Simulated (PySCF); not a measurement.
# C2H10OSi2: the cost of one run

Computed with PySCF 2.14.0 and routines of our own; the level stands in each step. Atoms count from 0.

## (1) The system as given

15 atoms, charge 0, multiplicity 1; geometry from: GFN2-xTB.

## (2) Magnetic properties: GIAO B3LYP/pcSseg-1

Job settings and geometry (Å):

```
{"job": {"kind": "mag", "xc": "B3LYP", "basis": "pcSseg-1", "isotopologues": 2}, "charge": 0, "multiplicity": 1}
C      1.429064    -1.008833    -0.928278
Si     0.186470     0.403918    -0.615593
C      0.974967     1.593925     0.649929
Si    -1.879921    -0.366398     0.063768
O     -1.551242    -1.150208     1.458820
H      1.057449    -1.698997    -1.680158
H      2.388259    -0.633053    -1.274055
H      1.607314    -1.579489    -0.020944
H      0.053070     1.151004    -1.886817
H      1.135779     1.097840     1.603463
H      0.334837     2.452601     0.832071
H      1.936188     1.967902     0.307136
H     -2.551965    -1.307968    -0.846662
H     -2.894443     0.663549     0.341782
H     -2.230241    -1.577803     1.973625
```

Level: GIAO B3LYP/pcSseg-1 magnetisability, rotational g tensor and spin-rotation constants, non-relativistic, gas phase.

Started as:

```bash
$ OMP_NUM_THREADS=1 python excited_run.py task.json out
```

This one command runs all jobs of the session in turn.

**Question.** How long does this first job take on 1 thread of Intel Xeon Platinum 8375C at 2.90GHz, shared host, and how much memory does it need?

About 23 s, with a peak of 0.72 GiB.
